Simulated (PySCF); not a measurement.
# C4H8B2Cl2: the cost of one run

The runs use PySCF 2.14.0, with density-fitted response routines of our own; the level of theory stands in each step. All values are computed, except where a source is named. Atoms count from 0, in the outputs and in this text.

## (1) The molecule as given

16 atoms, charge 0, multiplicity 1; geometry from: GFN2-xTB.

Bonds of the start (Å): C0–C1 1.53, C1–C2 1.49, C2–C3 1.34, C3–B4 1.54, B4–B5 1.66, B5–Cl6 1.73, B5–Cl7 1.73, C0–H8 1.09, C0–H9 1.09, C0–H10 1.09, C1–H11 1.09, C1–H12 1.09, C2–H13 1.08, C3–H14 1.09, B4–H15 1.17.

## (2) Ultraviolet spectrum: PBE0/def2-SVPD

Job settings and geometry (Å):

```
{"job": {"kind": "uv", "xc": "PBE0", "basis": "def2-SVPD", "nstates": 8, "ntriplets": 3}, "charge": 0, "multiplicity": 1}
C     -2.036776     0.916214    -0.096053
C     -1.540663    -0.214938     0.810437
C     -0.663383    -1.143044     0.042572
C      0.674345    -1.074282    -0.020898
B      1.590776    -0.089167     0.730208
B      3.010847     0.448962     0.049575
Cl     3.109888     1.927389    -0.850794
Cl     4.494584    -0.437172     0.186368
H     -1.193418     1.499658    -0.458652
H     -2.572251     0.512980    -0.952981
H     -2.707583     1.572635     0.452460
H     -0.990726     0.217928     1.645568
H     -2.402171    -0.764690     1.195812
H     -1.194442    -1.866685    -0.566535
H      1.147174    -1.766388    -0.711353
H      1.266200     0.269547     1.800340
```

Method: TDDFT PBE0/def2-SVPD, vertical, gas phase, core orbitals frozen in the response.

On the command line:

```sh
$ OMP_NUM_THREADS=1 python probes_run.py task.json out
```

The driver reads the jobs from task.json and runs them one after another.

Q: Estimate the wall time and peak memory of this job on 1 thread of Arm Neoverse N1, shared host.

About 88 s, with a peak of 0.95 GiB.
